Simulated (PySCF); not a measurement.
# [Lu2F]+: a ladder of methods

Aim: at the PBE0 minimum of singlet [Lu2F]+, found before, compare methods on energies and levels.

Computed with PySCF 2.14.0. Level: several methods, basis F def2-SVP, Lu def2-SVP with ECP28, scalar-relativistic core potentials, no spin–orbit coupling, density fitting.

## 1. Starting geometry

3 atoms, charge 1, spin multiplicity 1.

Bond lengths: F1–Lu2 2.082 Å, F1–Lu3 2.082 Å. Angles: Lu2–F1–Lu3 180.0°.

Z-matrix (Å, degrees; charge 1 multiplicity 1):
```
F
Lu 1 2.0819
Lu 1 2.0819 2 180.00
```

## 2. PBE0

One driver script runs all steps and calls PySCF; scf.py shows the equivalent input of each level. Each SCF starts from the density of the minimum. The driver also runs the species with one electron less or more at the same geometry (one less: multiplicity 2); their logs are not shown.

Input file scf.py:

```python
from pyscf import gto, scf, dft
mol = gto.M(atom='''
F     -0.000000    -0.000000    -0.000000
Lu     0.000000     0.000000     2.081904
Lu    -0.000000     0.000000    -2.081904''',
    basis={'F': 'def2-SVP', 'Lu': 'def2-SVP'},
    ecp={'Lu': 'def2-SVP'},
    charge=1, spin=0)
mf = dft.RKS(mol, xc='PBE0')
mf.grids.atom_grid = (99, 590)
aux = {'F': 'def2-universal-JKFIT', 'Lu': 'def2-universal-JKFIT'}
mf = mf.density_fit(auxbasis=aux)
mf.kernel()
```

## 3. HF

Edit scf.py of step 2 so:

```diff
@@ -9,2 +9 @@
-mf = dft.RKS(mol, xc='PBE0')
-mf.grids.atom_grid = (99, 590)
+mf = scf.RHF(mol)
```

## 4. MP2

Edit scf.py of step 3 so:

```diff
@@ -12,0 +13,2 @@
+from pyscf.mp import dfmp2
+dfmp2.DFMP2(mf, frozen=19).kernel()  # the driver gives MP2 a fitting basis of its own (RI)
```

## 5. PBE

Edit scf.py of step 4 so:

```diff
@@ -9 +9,2 @@
-mf = scf.RHF(mol)
+mf = dft.RKS(mol, xc='PBE')
+mf.grids.atom_grid = (99, 590)
@@ -13,2 +13,0 @@
-from pyscf.mp import dfmp2
-dfmp2.DFMP2(mf, frozen=19).kernel()  # the driver gives MP2 a fitting basis of its own (RI)
```

## 6. r2SCAN

Edit scf.py of step 5 so:

```diff
@@ -9 +9 @@
-mf = dft.RKS(mol, xc='PBE')
+mf = dft.RKS(mol, xc='R2SCAN')
```

(Steps that only read results are left out.)

What does the calculation give? Wanted: vertical ionisation energy, range; orbital gap, range.

The runs gave:

```
                         quantity                         value
vertical ionisation energy, range  10.20 (HF) to 11.20 (MP2) eV
               orbital gap, range    1.68 (PBE) to 7.38 (HF) eV
```

What this shows: The vertical ionisation energy spreads over 1.01 eV, from HF to MP2; without a CCSD(T) value for it there is no yardstick here.  Spin–orbit coupling is left out.
